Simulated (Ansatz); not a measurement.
# ScGa3: LAPW beside PAW

Does the method matter for ScGa3? The same cell, functional and mesh are run with LAPW, all electrons, frozen-core PAW and datasets made for this crystal.

Program: Ansatz 0.2.0. Level of theory: DFT LDA, scalar-relativistic. These are calculated values, not measurements.

**1. Starting point**

The structure is cubic, space group Pm-3m (No. 221). The conventional cell has a = 4.095 Å, b = 4.095 Å, c = 4.095 Å, α = 90.00°, β = 90.00°, γ = 90.00°. Sc (site symmetry m-3m) is surrounded by 12 Ga at 2.90 Å. Ga (site symmetry 4/mmm) has 4 Sc at 2.90 Å and 8 Ga at 2.90 Å as nearest neighbours.

Structure file:

```cif
data_structure
_symmetry_space_group_name_H-M 'P 1'
_symmetry_Int_Tables_number 1
_cell_length_a 4.0950
_cell_length_b 4.0950
_cell_length_c 4.0950
_cell_angle_alpha 90.000
_cell_angle_beta 90.000
_cell_angle_gamma 90.000
_cell_volume 68.67
loop_
_atom_site_label
_atom_site_type_symbol
_atom_site_fract_x
_atom_site_fract_y
_atom_site_fract_z
_atom_site_occupancy
Sc1 Sc 0.00000 0.00000 0.00000 1
Ga1 Ga 0.00000 0.50000 0.50000 1
Ga2 Ga 0.50000 0.00000 0.50000 1
Ga3 Ga 0.50000 0.50000 0.00000 1
```

The geometry is a database entry used as it stands. It may stem from high pressure or temperature, or be incomplete, so it serves as a test cell.

Atoms are numbered in the order of the input: Sc1, Ga2, Ga3, Ga4.

**2. LAPW, all electrons**

Input file input.yaml:

```yaml
crystal:
  lattice:
    - [4.095, 0.0, 0.0]
    - [0.0, 4.095, 0.0]
    - [0.0, 0.0, 4.095]
  atoms:
    - { symbol: Sc, position: [0.0, 0.0, 0.0] }
    - { symbol: Ga, position: [0.0, 0.5, 0.5] }
    - { symbol: Ga, position: [0.5, 0.0, 0.5] }
    - { symbol: Ga, position: [0.5, 0.5, 0.0] }
kpoints:
  mp_grid: { grid: [9, 9, 9] }
  band_path:
    path:
      - [0.0, 0.0, 0.0]
      - [0.0, 0.5, 0.0]
      - [0.5, 0.5, 0.0]
      - [0.0, 0.0, 0.0]
      - [0.5, 0.5, 0.5]
      - [0.0, 0.5, 0.0]
      - [0.5, 0.5, 0.5]
      - [0.5, 0.5, 0.0]
    npoints: 14
scf:
  occupations: { method: fermi_dirac, width: 0.05 }
hamiltonian:
  xc: lda
  pseudopotentials: { kind: all_electron, lapw: { basis_error: 0.001 } }
output:
  forces: true
  stress: true
  eigenvalues: true
  populations: true
  dos: { projected: true, de: 0.2, e_range: [-14, 8] }
```

Started as:

```bash
> ansatz run input.yaml --threads 1 --pin off --max-ram 4096MiB --backend cpu --events-out ev --progress --plain --runs-dir out
```

**3. Frozen-core PAW**

input.yaml: that of step 2 with these lines changed.

```diff
@@ -27,3 +27,3 @@
   xc: lda
-  pseudopotentials: { kind: all_electron, lapw: { basis_error: 0.001 } }
+  pseudopotentials: { kind: paw }
 output:
@@ -32,3 +32,9 @@
   eigenvalues: true
+  efg: { contact_densities: true }
   populations: true
+  bader: true
   dos: { projected: true, de: 0.2, e_range: [-14, 8] }
+  write_density: true
+  write_potential: true
+  elf: true
+  volumetric_format: npy
```

**4. Datasets made for this crystal**

input.yaml: that of step 3 with these lines changed.

```diff
@@ -22,3 +22,3 @@
       - [0.5, 0.5, 0.0]
-    npoints: 14
+    npoints: 8
 scf:
@@ -27,3 +27,3 @@
   xc: lda
-  pseudopotentials: { kind: paw }
+  pseudopotentials: { kind: all_electron, datasets: crystal }
 output:
@@ -33,8 +33 @@
   efg: { contact_densities: true }
-  populations: true
-  bader: true
-  dos: { projected: true, de: 0.2, e_range: [-14, 8] }
-  write_density: true
-  write_potential: true
-  elf: true
-  volumetric_format: npy
```

(Steps that only read results are left out.)

**Question.** What will these runs give? Wanted: pressure; gap; Bader charges; highest ELF.

As calculated:

```
           quantity                                              value
           pressure  LAPW -5.44, PAW -5.47, crystal datasets -5.44 GPa
         gap (LAPW)                                               none
Bader charges (PAW)                             Sc1 +1.24, Ga2 -0.41 e
  highest ELF (PAW)                               0.45, 1.40 Å from Ga
```

In words: The pressure of -5.4 GPa pushes the cell to shrink, with the atoms held in place. Bands cross the Fermi level: the crystal is a metal at this level. Ga 4p carries the largest share, 43 %, of the projected states within 0.3 eV of the Fermi level. The projection holds only the free atom's occupied shells (Sc 4s, Sc 3d, Ga 4s, Ga 4p in this range). The field gradient at Ga2, the largest by crystal datasets, is 6.54 by PAW and 6.54 by crystal datasets (10²¹ V/m²), within 5 %. PAW lies -0.03 GPa from LAPW in pressure. LAPW took about 2.5 times as long as PAW (53 s against 21 s, on a shared host and with the outputs that each input asks for).
